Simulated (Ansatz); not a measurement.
# H2MoO2S2: small, medium and large basis sets

An exercise on one series of results from a longer session: the logs are not shown, and one member is left open.

Computed with Ansatz 0.2.0, Gaussian basis. Level: one geometry, several basis sets.

Levels to be run: PBE0-D4/def2-SVP; ωB97M-V/def2-SVP; PBE0-D4/def2-QZVPP; ωB97M-V/def2-QZVPP; the functionals' def2-TZVPP values are taken from earlier runs.

## The geometry

The geometry comes from an earlier relaxation with PBE0-D4 in a triple-zeta def2 set; it is a stationary point, not always the lowest conformer. Mo takes the def2 core potential; no spin-orbit term is included.

7 atoms, charge 0, spin multiplicity 1.

Atoms are counted from 1 here; the program's logs count them from 0.

Bond lengths: O1–Mo2 1.860 Å, O1–H6 0.962 Å, Mo2–O3 1.860 Å, Mo2–S4 2.099 Å, Mo2–S5 2.099 Å, O3–H7 0.962 Å. Angles: Mo2–O1–H6 120.9°, O1–Mo2–O3 110.4°, O1–Mo2–S4 108.5°, O1–Mo2–S5 109.9°, O3–Mo2–S4 109.9°, O3–Mo2–S5 108.5°, S4–Mo2–S5 109.6°, Mo2–O3–H7 120.9°.

The first run:

in.yaml

```yaml
crystal:
  periodic: [false, false, false]
  atoms:
    - {symbol: O, position_ang: [-1.525894, 0.274121, 0.678332]}
    - {symbol: Mo, position_ang: [0.034894, 0.041554, -0.305751]}
    - {symbol: O, position_ang: [1.413532, -0.548201, 0.794299]}
    - {symbol: S, position_ang: [-0.333211, -1.373341, -1.812489]}
    - {symbol: S, position_ang: [0.610668, 1.863689, -1.175232]}
    - {symbol: H, position_ang: [-1.806553, 1.149849, 0.960743]}
    - {symbol: H, position_ang: [1.667764, -1.475771, 0.814398]}
basis:
  gaussian: {orbitals: def2-SVP}
hamiltonian: {xc: pbe0, dispersion: d4}
output: {orbitals: {seedname: orbitals}}
```

On the command line:

```sh
$ ansatz run in.yaml --threads 4 --pin off --events-out ev --progress --plain --max-ram 10444MiB
```

Steps of the session up to this table: PBE0-D4 in def2-SVP; ωB97M-V in def2-SVP; PBE0-D4 in def2-QZVPP; ωB97M-V in def2-QZVPP.

One of the session's tables, all rows but one given; the rest of the session is left out.

It belongs to the step «Density functionals: the series». 

| functional | basis | HOMO (eV) | LUMO (eV) |
| --- | --- | --- | --- |
| PBE0-D4 | def2-SVP | -7.31 | -3.07 |
| PBE0-D4 | def2-TZVPP | -7.32 | -3.13 |
| PBE0-D4 | def2-QZVPP | -7.34 | -3.14 |
| ωB97M-V | def2-SVP | -9.23 | -1.03 |
| ωB97M-V | def2-TZVPP | ? | ? |
| ωB97M-V | def2-QZVPP | -9.31 | -1.19 |

Estimate the missing values for ωB97M-V, def2-TZVPP.

As computed: HOMO (eV): -9.28; LUMO (eV): -1.15. In the column «HOMO (eV)» it lies between ωB97M-V, def2-QZVPP (-9.31) and ωB97M-V, def2-SVP (-9.23).
